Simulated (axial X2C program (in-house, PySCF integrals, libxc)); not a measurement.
# SeN: properties at the nuclei

Wanted for SeN: properties at the nuclei, at the two-component level.

Computed with an in-house X2C program for linear molecules on PySCF integrals. Level: two-component X2C with atomic mean-field terms, Se dyall-cv3z, N dyall-av3z.

All values are calculated.

**1. Input**

task.json

```json
{"zs": [34, 7], "q": 0, "bas": ["dyall-cv3z", "dyall-av3z"], "r0": 1.67, "levels": ["PBE0", "HF", "LDA", "B3LYP", "BHandHLYP"], "nst": 3}
```

Keys: zs atomic numbers; q charge; bas basis sets; r0 starting distance in Å; levels methods (HF also brings MP2); nst determinants followed.

Run with:

```bash
$ python soeom.py task.json out
```

The runs that follow: Expectation values, lowest determinant; Expectation values, a higher determinant; Expectation values, a higher determinant.

What does the calculation give? Wanted: lowest determinant; Eeff magnitude; Ws magnitude Se; A∥/gI Se; qzz Se; higher determinant (for each run or level that gives them).

**Answer**, as computed:

```
                                        quantity                                                  value
                              lowest determinant                Ω = 1/2 (excess of +ω over −ω: ω = 1/2)
                    Eeff magnitude (GV/cm), PBE0                                                  0.247
                     Ws magnitude Se (kHz), PBE0                                                  0.141
                            A∥/gI Se (MHz), PBE0                                                   1350
                             qzz Se (a.u.), PBE0                                                   0.27
                              higher determinant                Ω = 3/2 (excess of +ω over −ω: ω = 3/2)
Eeff magnitude (GV/cm), PBE0, higher determinant                                                 0.0934
 Ws magnitude Se (kHz), PBE0, higher determinant                                                0.00385
        A∥/gI Se (MHz), PBE0, higher determinant                                                    305
         qzz Se (a.u.), PBE0, higher determinant                                                   0.15
                              higher determinant  Ω = 5/2 (excess of +ω over −ω: ω = -1/2, 2 × ω = 3/2)
Eeff magnitude (GV/cm), PBE0, higher determinant                                                 0.0662
 Ws magnitude Se (kHz), PBE0, higher determinant                                                 0.0265
        A∥/gI Se (MHz), PBE0, higher determinant                                                    102
         qzz Se (a.u.), PBE0, higher determinant                                                   0.25
```

In the first state, the effective field runs from 0.247 to 1.01 GV/cm over the mean-field levels, so the levels don't agree on it. The expectation values come from single determinants, which for open shells can mix terms of unlike spin or miss the lowest Ω, so a determinant need not be a state. Eeff is the effective electric field on the electron dipole moment in this Ω state and Ws the scalar–pseudoscalar constant (defined with the proton number Z and per Ω); A∥ is the parallel hyperfine constant, which follows by multiplying with the nuclear g factor gI = μI/(I μN); qzz is the electric field gradient, eQq0 = 234.96 MHz × Q/barn × qzz; μ is positive if N is the positive end. The operators were transformed with the bare-nucleus X2C matrices.
